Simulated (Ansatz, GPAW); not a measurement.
# AgCl with GLLB-SC from a Python script

These are simulated results from GPAW 26.7.0, not measurements. The cell began as a measured structure and was relaxed with r2SCAN in plane waves (Ansatz 0.2.0). All runs are without spin polarisation.

The symmetry is Fm-3m (No. 225, cubic); a = 5.546 Å in the conventional setting, 21.33 Å³ an atom. Around Ag lie 6 Cl at 2.77 Å; around Cl lie 6 Ag at 2.77 Å.

GLLB-SC is a model potential. Its fundamental gap is the Kohn-Sham gap plus a derivative discontinuity, which the script evaluates at the band edges among the listed k points. Its total energy isn't variational and serves nothing here.

Input script:

```python
import json
from ase import Atoms
from gpaw import GPAW, PW, FermiDirac

atoms = Atoms(['Ag', 'Cl'],
              cell=[[0.0, 2.773173, 2.773173], [2.773173, 0.0, 2.773173], [2.773173, 2.773173, 0.0]],
              scaled_positions=[[0.0, -0.0, -0.0], [0.5, 0.5, 0.5]],
              pbc=True)
calc = GPAW(mode=PW(400), xc='GLLBSC', kpts={'size': (6, 6, 6), 'gamma': True},
            occupations=FermiDirac(0.02), maxiter=100, legacy_gpaw=True, txt='gpaw.txt')
atoms.calc = calc
res = {'energy': atoms.get_potential_energy(force_consistent=True)}
res['electrons'] = calc.get_number_of_electrons()
res['k'] = calc.get_ibz_k_points().tolist()
res['levels'] = [calc.get_eigenvalues(kpt=i).tolist() for i in range(len(res['k']))]
points = [[0.0, 0.0, 0.0], [0.5, 0.0, 0.5], [0.625, 0.25, 0.625], [0.375, 0.375, 0.75], [0.5, 0.5, 0.5], [0.5, 0.25, 0.75], [0.0, 0.0, 0.5], [0.0375, 0.0375, 0.075]]
bands = calc.fixed_density(kpts=points, symmetry='off', nbands=round(res['electrons']) // 2 + 6, convergence={'bands': -2}, txt='bands.txt')
res['points'] = [bands.get_eigenvalues(kpt=i).tolist() for i in range(len(points))]
homo, lumo = bands.get_homo_lumo()
potential = calc.hamiltonian.xc.response.calculate_discontinuity_potential(homo, lumo)
res['discontinuity'] = bands.hamiltonian.xc.response.calculate_discontinuity(potential)
json.dump(res, open('results.json', 'w'))
print('free energy (eV):', round(res['energy'], 5))
```

Command: `python run.py`. It took 10 s on 1 thread of Arm Neoverse V2 (shared host), peak memory 0.15 GiB.

The log gpaw.txt, trimmed of paths, versions and times, then the last line on the terminal. An iter line gives the energy in eV and the logarithms of the changes of orbitals (plane waves alone) and density (c: converged):

```
___ ___ ___ _ _ _
 |   |   |_  | | | |

 | | | | | . | | | |

 |__ |  _|___|_____|  26.7.0
 |___|_|

Input parameters:
  kpts: {gamma: True,
         size: (6, 6, 6)}
  maxiter: 100
  mode: {ecut: 400.0,
         name: pw}
  occupations: {fixmagmom: False,
                name: fermi-dirac,
                width: 0.02}
  xc: GLLBSC

System changes: positions, numbers, cell, pbc, initial_charges, initial_magmoms

Initialize ...

species:
  Ag:
    name:    Silver
    Z:       47.0
    valence: 17
    core:    30
    charge:  0.0  # [|e|]
    compensation charges:
      type: gauss
      rc: 0.40  # [Å]
      lmax: 2
    cutoffs:
      filter: 2.35  # [Å]
      core: 2.19  # [Å]
    projectors
    | kind |    occ | energy [eV] | rcut [Å] |

    |------|--------|-------------|----------|

    |   5s |  1.000 |      -6.187 |    1.286 |

    |   4p |  6.000 |     -60.965 |    1.328 |

    |   5p |  0.000 |      -1.933 |    1.328 |

    |   4d | 10.000 |      -9.899 |    1.180 |

    |    s |        |      21.024 |    1.286 |

    |    d |        |      17.313 |    1.180 |

    Using partial waves for Ag as LCAO basis

  Cl:
    name:    Chlorine
    Z:       17.0
    valence: 7
    core:    10
    charge:  0.0  # [|e|]
    compensation charges:
      type: gauss
      rc: 0.25  # [Å]
      lmax: 2
    cutoffs:
      filter: 1.40  # [Å]
      core: 1.49  # [Å]
    projectors
    | kind |    occ | energy [eV] | rcut [Å] |

    |------|--------|-------------|----------|

    |   3s |  2.000 |     -24.525 |    0.794 |

    |   3p |  5.000 |     -12.463 |    0.794 |

    |    s |        |       2.686 |    0.794 |

    |    p |        |      14.748 |    0.794 |

    |    d |        |       0.000 |    0.794 |

    Using partial waves for Cl as LCAO basis

Reference energy: -157064.201457  # eV

Spin-paired calculation

Convergence criteria:
 Maximum [total energy] change in last 3 cyles: 0.0005 eV / valence electron
 Maximum integral of absolute [dens]ity change: 0.0001 electrons / valence electron
 Maximum integral of absolute [eigenst]ate change: 4e-08 eV^2 / valence electron
 Maximum number of scf [iter]ations: 100
 (Square brackets indicate name in SCF output, whereas a 'c' in
 the SCF output indicates the quantity has converged.)

Symmetries present (total): 48

  ( 1  0  0)  ( 1  0  0)  ( 1  0  0)  ( 1  0  0)  ( 1  0 -1)  ( 1  0 -1)
  ( 1  0 -1)  ( 1 -1  0)  ( 0  1  0)  ( 0  0  1)  ( 1  0  0)  ( 1 -1  0)
  ( 1 -1  0)  ( 1  0 -1)  ( 0  0  1)  ( 0  1  0)  ( 1 -1  0)  ( 1  0  0)

  ( 1  0 -1)  ( 1  0 -1)  ( 1 -1  0)  ( 1 -1  0)  ( 1 -1  0)  ( 1 -1  0)
  ( 0  1 -1)  ( 0  0 -1)  ( 1  0  0)  ( 1  0 -1)  ( 0 -1  1)  ( 0 -1  0)
  ( 0  0 -1)  ( 0  1 -1)  ( 1  0 -1)  ( 1  0  0)  ( 0 -1  0)  ( 0 -1  1)

  ( 0  1  0)  ( 0  1  0)  ( 0  1  0)  ( 0  1  0)  ( 0  1 -1)  ( 0  1 -1)
  ( 1  0  0)  ( 0  1 -1)  ( 0  0  1)  (-1  1  0)  ( 1  0 -1)  ( 0  1  0)
  ( 0  0  1)  (-1  1  0)  ( 1  0  0)  ( 0  1 -1)  ( 0  0 -1)  (-1  1  0)

  ( 0  1 -1)  ( 0  1 -1)  ( 0  0  1)  ( 0  0  1)  ( 0  0  1)  ( 0  0  1)
  ( 0  0 -1)  (-1  1  0)  ( 1  0  0)  ( 0  1  0)  ( 0 -1  1)  (-1  0  1)
  ( 1  0 -1)  ( 0  1  0)  ( 0  1  0)  ( 1  0  0)  (-1  0  1)  ( 0 -1  1)
[... 9 lines left out ...]
  (-1  1  0)  (-1  1  0)  (-1  1  0)  (-1  1  0)  (-1  0  1)  (-1  0  1)
  ( 0  1  0)  ( 0  1 -1)  (-1  0  1)  (-1  0  0)  ( 0  0  1)  ( 0 -1  1)
  ( 0  1 -1)  ( 0  1  0)  (-1  0  0)  (-1  0  1)  ( 0 -1  1)  ( 0  0  1)

  (-1  0  1)  (-1  0  1)  (-1  0  0)  (-1  0  0)  (-1  0  0)  (-1  0  0)
  (-1  1  0)  (-1  0  0)  ( 0  0 -1)  ( 0 -1  0)  (-1  1  0)  (-1  0  1)
  (-1  0  0)  (-1  1  0)  ( 0 -1  0)  ( 0  0 -1)  (-1  0  1)  (-1  1  0)

216 k-points: 6 x 6 x 6 Monkhorst-Pack grid + [1/12,1/12,1/12]
16 k-points in the irreducible part of the Brillouin zone
       k-points in crystal coordinates                weights
   0:     0.00000000    0.00000000    0.00000000          1/216
   1:     0.16666667    0.16666667    0.00000000          6/216
   2:     0.16666667    0.16666667    0.16666667          8/216
   3:     0.33333333    0.16666667    0.16666667         12/216
   4:     0.33333333    0.33333333   -0.33333333         12/216
   5:     0.33333333    0.33333333    0.00000000          6/216
   6:     0.33333333    0.33333333    0.16666667         24/216
   7:     0.33333333    0.33333333    0.33333333          8/216
   8:     0.50000000    0.33333333   -0.33333333         24/216
   9:     0.50000000    0.33333333   -0.16666667         12/216
          ...
  15:     0.50000000    0.50000000    0.50000000          4/216

Wave functions: Plane wave expansion
  Cutoff energy: 400.000 eV
  Number of coefficients (min, max): 749, 786
  Pulay-stress correction: 0.000000 eV/Ang^3 (de/decut=0.000000)
  Using FFTW library
  ScaLapack parameters: grid=1x1, blocksize=None
  Wavefunction extrapolation:
    Improved wavefunction reuse through dual PAW basis

Occupation numbers: Fermi-Dirac:
  width: 0.0200  # eV

Eigensolver
   Davidson(niter=2)

Densities:
  Coarse grid: 20*20*20 grid
  Fine grid: 40*40*40 grid
  Total Charge: 0.000000

Density mixing:
  Method: separate
  Backend: msr1
  Linear mixing parameter: 0.05
  old densities: 10
  Width of damping distribution: 1.1
  Damping of long wavelength oscillations: 20

Hamiltonian:
  XC and Coulomb potentials evaluated on a 40*40*40 grid
  Using the GLLBSC Exchange-Correlation functional
  External potential:
    NoExternalPotential

XC parameters: GLLBSC functional being used consists of
  -----------------------------------------------------------------------
  | Weight | Module     | Description                                   |

  -----------------------------------------------------------------------
  |  1.000 | SCREENING  | GGA_X_PBE_SOL with 2 nearest neighbor stencil |

  |  1.000 | RESPONSE   | eps=0.0500 eV                                 |

  |  1.000 | XC         | GGA_C_PBE_SOL with 2 nearest neighbor stencil |

  -----------------------------------------------------------------------

Memory estimate:
  Process memory now: 112.97 MiB
  Calculator: 10.77 MiB
    Density: 3.83 MiB
      Arrays: 1.59 MiB
      Localized functions: 1.02 MiB
      Mixer: 1.22 MiB
    Hamiltonian: 1.06 MiB
      Arrays: 1.04 MiB
      XC: 0.00 MiB
      Poisson: 0.00 MiB
      vbar: 0.02 MiB
    Wavefunctions: 5.87 MiB
      Arrays psit_nG: 3.07 MiB
      Eigensolver: 0.29 MiB
      Projections: 0.12 MiB
      Projectors: 1.89 MiB
      PW-descriptor: 0.50 MiB

Total number of cores used: 1

Number of atoms: 2
Number of atomic orbitals: 16
Number of bands in calculation: 16
Number of valence electrons: 24
Bands to converge: occupied

... initialized

Initializing position-dependent things.

Density initialized from atomic densities
Creating initial wave functions:
  16 bands from LCAO basis set
Positions:
   0 Ag     0.000000    0.000000    0.000000    ( 0.0000,  0.0000,  0.0000)
   1 Cl     2.773173    2.773173    2.773173    ( 0.0000,  0.0000,  0.0000)

Unit cell:
           periodic     x           y           z      points  spacing
  1. axis:    yes    0.000000    2.773173    2.773173    20     0.1601
  2. axis:    yes    2.773173    0.000000    2.773173    20     0.1601
  3. axis:    yes    2.773173    2.773173    0.000000    20     0.1601

  Lengths:   3.921859   3.921859   3.921859
  Angles:   60.000000  60.000000  60.000000

Effective grid spacing dv^(1/3) = 0.1747

iter:   1    -6.971447
iter:   2    -6.117183   -0.98  -1.44
iter:   3    -6.311123   -2.22  -1.60
iter:   4    -6.004899   -2.41  -1.54
iter:   5    -5.986387   -2.63  -2.02
iter:   6    -5.996992   -2.89  -1.92
iter:   7    -6.016714   -3.28  -2.20
iter:   8    -6.033389   -4.51  -2.53
iter:   9    -6.049199   -4.05  -2.59
iter:  10    -6.059354   -4.72  -2.89
iter:  11    -6.061528   -5.25  -2.93
iter:  12    -6.070767c  -4.55  -3.06
iter:  13    -6.070555c  -5.78  -3.46
iter:  14    -6.070315c  -5.80  -3.60
iter:  15    -6.070297c  -6.47  -3.71
iter:  16    -6.070198c  -7.28  -4.51c
iter:  17    -6.070163c  -7.41c -4.54c

Converged after 17 iterations.

Energy contributions relative to reference atoms: (reference = -157064.201457)

Kinetic:        +30.243263
Potential:      -28.588649
External:        +0.000000
XC:              -7.782418
Entropy (-ST):   -0.000000
Local:           +0.057641
SIC:             +0.000000
--------------------------
Free energy:     -6.070163
Extrapolated:    -6.070163

GLLBSC response reference energy: 1.56849 eV (from HOMO)

Showing only first 2 kpts
 Kpt  Band  Eigenvalues  Occupancy
  0    10     -0.29348    2.00000
  0    11     -0.29348    2.00000
  0    12      3.18194    0.00000
  0    13     13.03527    0.00000

  1    10     -0.18210    2.00000
  1    11      0.14816    2.00000
  1    12      4.66882    0.00000
  1    13     11.00100    0.00000

Fermi level: 2.30759

Gap: 1.614 eV
Transition (v -> c):
  (s=0, k=15, n=11, [0.50, 0.50, 0.50]) -> (s=0, k=0, n=12, [0.00, 0.00, 0.00])
Direct/indirect transitions are different
Direct gap: 3.475 eV
Transition at: (s=0, k=0, n=11, [0.00, 0.00, 0.00])

free energy (eV): -6.07016
```

The gap in the log is over the mesh alone; results.json adds the listed points. GLLB-SC gives a gap of 2.39 eV (1.614 eV Kohn-Sham over the listed points plus 0.780 eV discontinuity). On the same cell, plane-wave PBE (Ansatz, 8×8×8 k points and the special points) gives a gap of 0.91 eV and r2SCAN a gap of 1.48 eV; on shared hosts these took about 1.5 and 3.9 core-seconds on the 2-atom cell, against 10 for the script. Semilocal gaps usually lie below measured ones.

Spin-orbit coupling is left out.
